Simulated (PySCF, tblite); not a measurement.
# C₃H₉BrO₂Si₂: geometry, infrared bands and NMR shifts

Aim: predict the infrared bands and NMR shifts of C₃H₉BrO₂Si₂ (`C[C@@H]1C[Si@H](O[SiH2]Br)O1`).

Computed with tblite 0.8.0 and PySCF 2.14.0, with density-fitted response routines of our own, on a single molecule in the gas phase. Atoms count from 0, in the outputs and in this text.

### 1 The molecule as given

17 atoms, charge 0, multiplicity 1; geometry from: force field or distance geometry start.

Bonds of the start (Å): C0–C1 1.51, C1–C2 1.53, C2–Si3 1.85, Si3–O4 1.71, O4–Si5 1.72, Si5–Br6 2.25, Si3–O7 1.70, O7–C1 1.40, C0–H8 1.10, C0–H9 1.10, C0–H10 1.11, C1–H11 1.09, C2–H12 1.09, C2–H13 1.09, Si3–H14 1.44, Si5–H15 1.46, Si5–H16 1.46.

### 2 Geometry optimisation with GFN2-xTB

Job settings and geometry (Å):

```
{"job": {"kind": "relax", "xc": "GFN2-xTB", "basis": "xTB"}, "charge": 0, "multiplicity": 1}
C     -2.889100     0.449800     0.507200
C     -1.519400     0.645700    -0.097100
C     -0.826100    -0.669800    -0.438900
Si     0.735300     0.234800    -0.049100
O      1.843000    -0.645800     0.908100
Si     3.379500    -0.639100     0.134700
Br     4.362400     1.372600     0.343900
O     -0.539100     0.871200     0.877700
H     -2.838600    -0.453800     1.140500
H     -3.615600     0.307800    -0.311800
H     -3.131100     1.334700     1.134800
H     -1.504500     1.299700    -0.963600
H     -0.895100    -0.962400    -1.489700
H     -1.108100    -1.488700     0.231000
H      1.255700     1.049800    -1.120100
H      3.133200    -0.974000    -1.268500
H      4.150800    -1.720300     0.749900
```

Run with:

```bash
$ OMP_NUM_THREADS=1 python probes_run.py task.json out
```

The driver reads the jobs from task.json and runs them one after another.

**Question.** This job is followed by: GFN2-xTB harmonic vibrations, gas phase; GIAO PBE0/pcSseg-1 NMR shielding, non-relativistic, gas phase. Predict these results of the whole session: strongest single infrared mode (GFN2-xTB); zero-point energy (GFN2-xTB); ¹³C shifts against TMS (PBE0/pcSseg-1); ¹H shifts against TMS (PBE0/pcSseg-1, means over atoms taken as alike); ²⁹Si shifts against TMS (PBE0/pcSseg-1); ¹⁷O shifts against H2O (PBE0/pcSseg-1); ⁷⁹Br shifts against HBr (PBE0/pcSseg-1).

As calculated:

| quantity | value |
| --- | --- |
| strongest single infrared mode (GFN2-xTB) | 1095 cm⁻¹, 456 km/mol |
| zero-point energy (GFN2-xTB) | 74.1 kcal/mol |
| ¹³C shifts against TMS (PBE0/pcSseg-1) | 72.2, 31.2, 29.4 ppm |
| ¹H shifts against TMS (PBE0/pcSseg-1, means over atoms taken as alike) | 5.95, 5.71, 5.47, 4.76, 1.98, 1.62, 1.44 ppm |
| ²⁹Si shifts against TMS (PBE0/pcSseg-1) | -19.2, -21.4 ppm |
| ¹⁷O shifts against H2O (PBE0/pcSseg-1) | 140.6, 111.7 ppm |
| ⁷⁹Br shifts against HBr (PBE0/pcSseg-1) | 32 ppm |

Relaxing lowered the energy by 1.679 eV in 169 steps; the close pair that moved most is O4–Si5, from 1.720 to 1.610 Å. All 45 modes are real, so the xTB geometry is a minimum. The strongest single mode, at 1095 cm⁻¹, moves mainly O4. GFN2-xTB is a fitted tight-binding method: band positions and strengths are rough. Its intensities can rank the bands wrongly. At PBE0/pcSseg-1: The largest span, 615 ppm, is at Br6, where the paramagnetic term is -535 ppm. Spin-orbit coupling is left out, which matters for shieldings and couplings at and beside the heavy atoms.
